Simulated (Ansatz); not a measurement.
# C2H6NSi radical: how energies converge with the basis set

An exercise on one series of results from a longer session: the logs are not shown, and one member is left open.

Method: one geometry, several basis sets; program: Ansatz 0.2.0, Gaussian basis.

Plan: PBE0-D4/def2-SVP; ωB97M-V/def2-SVP; PBE0-D4/def2-QZVPP; ωB97M-V/def2-QZVPP; the functionals' def2-TZVPP values are taken from earlier runs.

### The relaxed structure

All runs share one geometry, relaxed beforehand with PBE0-D4 in a triple-zeta def2 set.

10 atoms, charge 0, spin multiplicity 2.

Atoms are counted from 1 here; the program's logs count them from 0.

Bond lengths: C1–C2 1.397 Å, C1–H5 1.083 Å, C1–H6 1.083 Å, C2–N3 1.300 Å, C2–H7 1.100 Å, N3–Si4 1.734 Å, Si4–H8 1.485 Å, Si4–H9 1.485 Å, Si4–H10 1.495 Å. Angles: C2–C1–H5 119.4°, C2–C1–H6 121.2°, H5–C1–H6 119.4°, C1–C2–N3 121.7°, C1–C2–H7 116.7°, N3–C2–H7 121.7°, C2–N3–Si4 124.1°, N3–Si4–H8 108.3°, N3–Si4–H9 108.3°, N3–Si4–H10 112.9°, H8–Si4–H9 109.0°, H8–Si4–H10 109.2°, H9–Si4–H10 109.2°.

Set-up of the first run:

Input file in.yaml:

```yaml
crystal:
  periodic: [false, false, false]
  atoms:
    - {symbol: C, position_ang: [-0.563967, 2.073834, -0.154169]}
    - {symbol: C, position_ang: [-0.022912, 0.835520, 0.201041]}
    - {symbol: N, position_ang: [-0.295164, -0.245391, -0.467522]}
    - {symbol: Si, position_ang: [0.340754, -1.812300, -0.082350]}
    - {symbol: H, position_ang: [-1.227709, 2.139364, -1.007633]}
    - {symbol: H, position_ang: [-0.332049, 2.969779, 0.408035]}
    - {symbol: H, position_ang: [0.645352, 0.821291, 1.075266]}
    - {symbol: H, position_ang: [1.095197, -2.311120, -1.260699]}
    - {symbol: H, position_ang: [-0.800463, -2.725649, 0.182163]}
    - {symbol: H, position_ang: [1.243959, -1.796628, 1.108868]}
basis:
  gaussian: {orbitals: def2-SVP}
magnetization: {spin_polarized: true, initial_magnetization: 1}
hamiltonian: {xc: pbe0, dispersion: d4}
output: {orbitals: {seedname: orbitals}}
```

The run is started by

```console
> ansatz run in.yaml --threads 4 --pin off --events-out ev --progress --plain --max-ram 10444MiB
```

Among the steps run: PBE0-D4 in def2-SVP; ωB97M-V in def2-SVP; PBE0-D4 in def2-QZVPP; ωB97M-V in def2-QZVPP.

One table of the session follows, with a row left open; its other results are not shown here.

It belongs to the step «Functionals by basis». 

| functional | basis | HOMO (eV) | LUMO (eV) |
| --- | --- | --- | --- |
| PBE0-D4 | def2-SVP | -7.01 | -3.03 |
| PBE0-D4 | def2-TZVPP | ? | ? |
| PBE0-D4 | def2-QZVPP | -7.11 | -3.21 |
| ωB97M-V | def2-SVP | -8.95 | -1.02 |
| ωB97M-V | def2-TZVPP | -9.05 | -1.24 |
| ωB97M-V | def2-QZVPP | -9.07 | -1.29 |

Q: Estimate the row for PBE0-D4, def2-TZVPP from the others.

**Answer.** HOMO (eV): -7.09; LUMO (eV): -3.18. In the column «HOMO (eV)» it lies between PBE0-D4, def2-QZVPP (-7.11) and PBE0-D4, def2-SVP (-7.01).
